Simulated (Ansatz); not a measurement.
GdO:

```xyz
2
Lattice="0.0000 2.7000 2.7000 2.7000 0.0000 2.7000 2.7000 2.7000 0.0000" Properties=species:S:1:pos:R:3 pbc="T T T"
Gd    0.0000    0.0000    0.0000
O     4.0500    4.0500    4.0500
```

Base run:

| Item | Value |
| --- | --- |
| Program | Ansatz 0.2.0 |
| Functional | HF |
| Potentials or basis | Ansatz PAW |
| Cutoff | 420 eV (not typed: the program's choice for these potentials) |
| k mesh | 5 × 5 × 5 |
| Occupations | fermi-dirac, width 0.05 eV |
| Spin | collinear spin, ferromagnetic start |
| Starting moments | [7.0, 0.0] μB |

Its results: band gap on the k mesh 6.14 eV, indirect (least direct gap 7.90 eV); pressure 4.5 GPa; net moment 8.00 μB per cell; site moments Gd +7.07; O +0.01 μB.

Question: After a change of settings the same cell gave: band gap on the k mesh none (metal or under the smearing width); pressure -2.2 GPa; net moment 7.98 μB per cell; site moments Gd +7.03; O +0.04 μB. Which change was it?
A. functional from HF to HSEsol
B. functional from HF to HSE06
C. functional from HF to B3LYP
D. functional from HF to r2SCAN0; cutoff from 420 eV (not typed: the program's choice for these potentials) to 500 eV (not typed: the program's choice for these potentials)

Answer: B.

Caveats: some runs use coarse meshes; the magnetic or orbital state may not be the lowest; spin-orbit coupling is left out, which moves the levels of the heavy elements; a cell with one magnetic atom can't hold antiferromagnetic order, which such compounds often take; the PAW data sets come from PBE, with cores solved anew for the run's functional, which leaves a small shift of forces and pressure; the thresholds are loose for stress; odd divisions of the mesh miss points on the zone boundary, where band edges often lie, so the gap on the mesh can be too wide (some runs).
